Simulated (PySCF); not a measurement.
# BH₇N₂Si: core binding energies at several levels of theory, part 3 of 3

PySCF 2.14.0. Atoms count from 0. Earlier steps stand in the parts before.

### Step 9. Core-electron binding energies: SCAN, non-relativistic

What the job is given:

```
{"job": {"kind": "xps", "x2c": false}, "charge": 0, "multiplicity": 1}
N      2.212477    -0.301442    -0.226243
B      0.950098     0.266698     0.023476
N     -0.276114    -0.427319    -0.211688
Si    -1.881289     0.218270    -0.000925
H      3.067227     0.202930    -0.043799
H      2.360082    -1.232582    -0.592071
H      0.905110     1.396364     0.461820
H     -0.211977    -1.369174    -0.588515
H     -2.542437     0.572801    -1.298370
H     -2.758449    -0.793510     0.668340
H     -1.790213     1.444326     0.840637
```

Method: delta-SCF UKS SCAN, pcX-2 on the ionised atom, pcseg-1 elsewhere, non-relativistic.

Output:

```text
ground state, core basis on atom 0 (N), 126 functions
  cycle   1  E = -427.99526860  |g| = 5.90e-01
  cycle   2  E = -427.88249271  |g| = 9.12e-01
  cycle   3  E = -428.07226235  |g| = 7.29e-02
  cycle   4  E = -428.07349646  |g| = 3.54e-02
  cycle   5  E = -428.07375827  |g| = 1.29e-02
  cycle   6  E = -428.07379039  |g| = 4.65e-03
  cycle   7  E = -428.07379708  |g| = 9.99e-04
  cycle   8  E = -428.07379627  |g| = 1.54e-04
  E(ground) = -428.11113466 Eh
hole in N 1s of atom 0
  cycle   1  E = -412.51106976  |g| = 1.85e+00
  cycle   2  E = -412.03399705  |g| = 1.96e+00
  cycle   3  E = -413.13965405  |g| = 4.05e-01
  cycle   4  E = -413.14512302  |g| = 3.40e-01
  cycle   5  E = -413.20181486  |g| = 3.63e-02
  cycle   6  E = -413.20246707  |g| = 6.56e-03
  cycle   7  E = -413.20248390  |g| = 2.69e-03
  cycle   8  E = -413.20249049  |g| = 1.01e-03
  cycle   9  E = -413.20249020  |g| = 3.67e-04
  E(ion) = -413.23902877 Eh   <S^2> = 0.7638   hole on atom = 1.000   binding energy = 404.691 eV
ground state, core basis on atom 1 (B), 126 functions
  cycle   1  E = -428.05641235  |g| = 3.97e-02
  cycle   2  E = -428.05638678  |g| = 2.47e-02
  cycle   3  E = -428.05651774  |g| = 1.04e-02
  cycle   4  E = -428.05654469  |g| = 2.87e-03
  cycle   5  E = -428.05654713  |g| = 5.51e-04
  cycle   6  E = -428.05654554  |g| = 7.41e-05
  E(ground) = -428.09743591 Eh
hole in B 1s of atom 1
  cycle   1  E = -420.46432095  |g| = 1.17e+00
  cycle   2  E = -418.94091814  |g| = 1.79e+00
  cycle   3  E = -420.75126384  |g| = 3.99e-01
  cycle   4  E = -420.81116813  |g| = 3.32e-01
  cycle   5  E = -420.85683986  |g| = 1.40e-01
  cycle   6  E = -420.86589975  |g| = 3.97e-02
  cycle   7  E = -420.86659531  |g| = 1.47e-02
  cycle   8  E = -420.86675164  |g| = 5.91e-03
  cycle   9  E = -420.86680572  |g| = 3.11e-03
  cycle  10  E = -420.86682979  |g| = 1.03e-03
  cycle  11  E = -420.86683069  |g| = 3.68e-04
  E(ion) = -420.90808836 Eh   <S^2> = 0.7951   hole on atom = 1.000   binding energy = 195.632 eV
ground state, core basis on atom 2 (N), 126 functions
  cycle   1  E = -428.07528970  |g| = 4.47e-02
  cycle   2  E = -428.07530552  |g| = 8.39e-03
  cycle   3  E = -428.07530060  |g| = 9.18e-03
  cycle   4  E = -428.07532015  |g| = 2.65e-03
  cycle   5  E = -428.07532203  |g| = 2.56e-04
  E(ground) = -428.11269847 Eh
hole in N 1s of atom 2
  cycle   1  E = -412.51761545  |g| = 1.86e+00
  cycle   2  E = -411.85590013  |g| = 2.07e+00
  cycle   3  E = -413.15325583  |g| = 4.33e-01
  cycle   4  E = -413.17897949  |g| = 3.11e-01
  cycle   5  E = -413.22568265  |g| = 5.12e-02
  cycle   6  E = -413.22686562  |g| = 7.49e-03
  cycle   7  E = -413.22689331  |g| = 2.54e-03
  cycle   8  E = -413.22689720  |g| = 9.99e-04
  cycle   9  E = -413.22689818  |g| = 3.61e-04
  E(ion) = -413.26318791 Eh   <S^2> = 0.7649   hole on atom = 1.000   binding energy = 404.076 eV
ground state, core basis on atom 3 (Si), 137 functions
  cycle   1  E = -428.10147940  |g| = 2.61e-02
  cycle   2  E = -428.10150771  |g| = 1.39e-02
  cycle   3  E = -428.10153781  |g| = 5.09e-03
  cycle   4  E = -428.10154207  |g| = 1.59e-03
  cycle   5  E = -428.10154218  |g| = 3.89e-04
  E(ground) = -428.10052950 Eh
hole in Si 1s of atom 3
  cycle   1  E = -359.34124712  |g| = 4.32e+00
  cycle   2  E = -357.80155265  |g| = 2.44e+00
  cycle   3  E = -352.64713794  |g| = 3.29e+00
  cycle   4  E = -360.11502628  |g| = 6.91e-01
  cycle   5  E = -360.36097230  |g| = 1.94e-01
  cycle   6  E = -360.37493630  |g| = 1.46e-01
  cycle   7  E = -360.38329742  |g| = 5.49e-02
  cycle   8  E = -360.38493325  |g| = 8.11e-03
  cycle   9  E = -360.38496277  |g| = 4.04e-03
  cycle  10  E = -360.38497119  |g| = 1.24e-03
  cycle  11  E = -360.38497161  |g| = 3.09e-04
  E(ion) = -360.39132460 Eh   <S^2> = 0.7524   hole on atom = 1.000   binding energy = 1842.461 eV
hole in Si 2p of atom 3
  cycle   1  E = -423.83329806  |g| = 1.22e+00
  cycle   2  E = -422.29343614  |g| = 1.61e+00
  cycle   3  E = -423.74256499  |g| = 8.78e-01
  cycle   4  E = -424.12359964  |g| = 1.85e-01
  cycle   5  E = -424.13625721  |g| = 1.67e-01
  cycle   6  E = -424.14877110  |g| = 4.26e-02
  cycle   7  E = -424.14963495  |g| = 7.95e-03
  cycle   8  E = -424.14966640  |g| = 2.10e-03
  cycle   9  E = -424.14966909  |g| = 9.42e-04
  cycle  10  E = -424.14966972  |g| = 2.38e-04
  E(ion) = -424.16010493 Eh   <S^2> = 0.7516   hole on atom = 1.003   binding energy = 107.224 eV
  2p3/2 = 107.002 eV   2p1/2 = 107.619 eV
```

It took 21 s on 1 thread of Arm Neoverse V1, shared host; peak memory 0.46 GiB.

Binding energies by hole, beside the orbital energy of the ground state; the difference holds orbital relaxation and, for a density functional, its self-interaction error:

| hole | stands for | environment | ΔSCF (eV; 2p as the shell's mean) | −ε (eV) | ⟨S²⟩ |
| --- | --- | --- | --- | --- | --- |
| N1s on N0 | N0 | nitrogen bonded to B, 2 H | 404.69 | 385.4 | 0.764 |
| B1s on B1 | B1 | boron bonded to 2 N, H | 195.63 | 179.7 | 0.795 |
| N1s on N2 | N2 | nitrogen bonded to B, Si, H | 404.08 | 385.2 | 0.765 |
| Si1s on Si3 | Si3 | silicon bonded to N, 3 H | 1842.46 | 1789.3 | 0.752 |
| Si2p on Si3 | Si3 | silicon bonded to N, 3 H | 107.21 | 96.2 | 0.752 |

With the spin-orbit splitting: Si3 2p3/2 107.00, 2p1/2 107.62 eV. The table gives each 2p level as the mean over the whole 2p shell (two parts 2p3/2, one part 2p1/2), which differs a little from the single hole in the log.

### Step 10. Summary of results

What follows sums up all 3 parts.

```
                                           quantity                    value
                   N1s binding energies, SCAN/pcX-2  N0 404.90, N2 404.29 eV
                   B1s binding energies, SCAN/pcX-2             B1 195.68 eV
                  Si1s binding energies, SCAN/pcX-2           Si3 1846.81 eV
                  Si2p binding energies, SCAN/pcX-2            Si3 107.17 eV
                  N1s binding energies, B3LYP/pcX-2  N0 404.83, N2 404.14 eV
                  B1s binding energies, B3LYP/pcX-2             B1 195.98 eV
                 Si1s binding energies, B3LYP/pcX-2           Si3 1845.49 eV
                 Si2p binding energies, B3LYP/pcX-2            Si3 107.16 eV
                   N1s binding energies, PBE0/pcX-2  N0 404.34, N2 403.71 eV
                   B1s binding energies, PBE0/pcX-2             B1 195.29 eV
                  Si1s binding energies, PBE0/pcX-2           Si3 1844.62 eV
                  Si2p binding energies, PBE0/pcX-2            Si3 106.81 eV
                    N1s binding energies, PBE/pcX-2  N0 404.02, N2 403.40 eV
                    B1s binding energies, PBE/pcX-2             B1 194.77 eV
                   Si1s binding energies, PBE/pcX-2           Si3 1843.45 eV
                   Si2p binding energies, PBE/pcX-2            Si3 106.47 eV
                     N1s binding energies, HF/pcX-2  N0 404.50, N2 403.78 eV
                     B1s binding energies, HF/pcX-2             B1 196.03 eV
                    Si1s binding energies, HF/pcX-2           Si3 1847.79 eV
                    Si2p binding energies, HF/pcX-2            Si3 106.66 eV
                   N1s binding energies, SCAN/pcX-1  N0 404.91, N2 404.32 eV
                   B1s binding energies, SCAN/pcX-1             B1 195.69 eV
                  Si1s binding energies, SCAN/pcX-1           Si3 1846.92 eV
                  Si2p binding energies, SCAN/pcX-1            Si3 107.38 eV
               N1s binding energies, SCAN/def2-TZVP  N0 405.39, N2 404.83 eV
               B1s binding energies, SCAN/def2-TZVP             B1 196.01 eV
              Si1s binding energies, SCAN/def2-TZVP           Si3 1850.66 eV
              Si2p binding energies, SCAN/def2-TZVP            Si3 107.43 eV
 N1s binding energies, SCAN/pcX-2, non-relativistic  N0 404.69, N2 404.08 eV
 B1s binding energies, SCAN/pcX-2, non-relativistic             B1 195.63 eV
Si1s binding energies, SCAN/pcX-2, non-relativistic           Si3 1842.46 eV
Si2p binding energies, SCAN/pcX-2, non-relativistic            Si3 107.21 eV
```

In words: Single values in the summary come from the first sound run of each kind (SCAN/pcX-2), which need not be the best level. At SCAN/pcX-2: N0 (nitrogen bonded to B, 2 H) binds its N1s electron 0.61 eV more tightly than N2 (nitrogen bonded to B, Si, H). At B3LYP/pcX-2: N0 (nitrogen bonded to B, 2 H) binds its N1s electron 0.69 eV more tightly than N2 (nitrogen bonded to B, Si, H). At PBE0/pcX-2: N0 (nitrogen bonded to B, 2 H) binds its N1s electron 0.63 eV more tightly than N2 (nitrogen bonded to B, Si, H). At PBE/pcX-2: The N1s levels kept as sound span 0.62 eV, from N2 (nitrogen bonded to B, Si, H) up to N0 (nitrogen bonded to B, 2 H). At HF/pcX-2: N0 (nitrogen bonded to B, 2 H) binds its N1s electron 0.72 eV more tightly than N2 (nitrogen bonded to B, Si, H). At SCAN/pcX-1: The N1s levels kept as sound span 0.59 eV, from N2 (nitrogen bonded to B, Si, H) up to N0 (nitrogen bonded to B, 2 H). At SCAN/def2-TZVP: The N1s levels kept as sound span 0.56 eV, from N2 (nitrogen bonded to B, Si, H) up to N0 (nitrogen bonded to B, 2 H). At SCAN/pcX-2, non-relativistic: The N1s levels kept as sound span 0.61 eV, from N2 (nitrogen bonded to B, Si, H) up to N0 (nitrogen bonded to B, 2 H).
